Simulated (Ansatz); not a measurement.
# In2TeO2: the cost of one run

Computed with Ansatz 0.2.0 (DFT PBE, scalar-relativistic, plane waves, PAW, unless a step's input says otherwise).

### Step 1. The starting structure

The structure is tetragonal, space group P4/mmm (No. 123). The conventional cell has a = 5.097 Å, b = 5.097 Å, c = 4.210 Å, α = 90.00°, β = 90.00°, γ = 90.00°. In (site symmetry mmm) is surrounded by 2 O at 2.10 Å and 2 Te at 2.55 Å. Te (site symmetry 4/mmm) has 4 In at 2.55 Å in its first shell of neighbours. O (site symmetry mmm) has 2 In at 2.10 Å in its first shell of neighbours.

Structure file:

```
In Te O
1.0
     5.09698    0.00000    0.00000
     0.00000    5.09698    0.00000
     0.00000    0.00000    4.20989
In Te O
2 1 2
Direct
  0.50000 0.00000 0.00000
  0.00000 0.50000 0.00000
  0.50000 0.50000 0.00000
  0.50000 0.00000 0.50000
  0.00000 0.50000 0.50000
```

Recipe of the guess: random cell by space group and Wyckoff sites (P4/mmm, No. 123). Its size is a rough estimate.

### Step 2. Probe: one point on a coarse mesh

File input.yaml:

```yaml
crystal:
  lattice:
    - [5.09698452, 0.0, 0.0]
    - [0.0, 5.09698452, 0.0]
    - [0.0, 0.0, 4.20989203]
  atoms:
    - { symbol: In, position: [0.5, 0.0, 0.0] }
    - { symbol: In, position: [0.0, 0.5, 0.0] }
    - { symbol: Te, position: [0.5, 0.5, 0.0] }
    - { symbol: O, position: [0.5, 0.0, 0.5] }
    - { symbol: O, position: [0.0, 0.5, 0.5] }
basis:
  ecutwfc: 420
kpoints:
  mp_grid: { grid: [4, 4, 4] }
hamiltonian:
  xc: pbe
scf:
  occupations: { method: gaussian, width: 0.1 }
  lower_state_search: "off"
output:
  forces: true
  stress: true
  eigenvalues: true
```

Started as:

```sh
$ ansatz run input.yaml --threads 1 --pin off --max-ram 2560MiB --backend cpu --events-out ev --progress --plain --runs-dir out
```

**Question.** How long does this run take on 1 thread of Intel Xeon at 2.50GHz (Skylake/Cascade Lake), shared host, and how much memory does it need?

About 8.3 s, with a peak of 0.41 GiB.
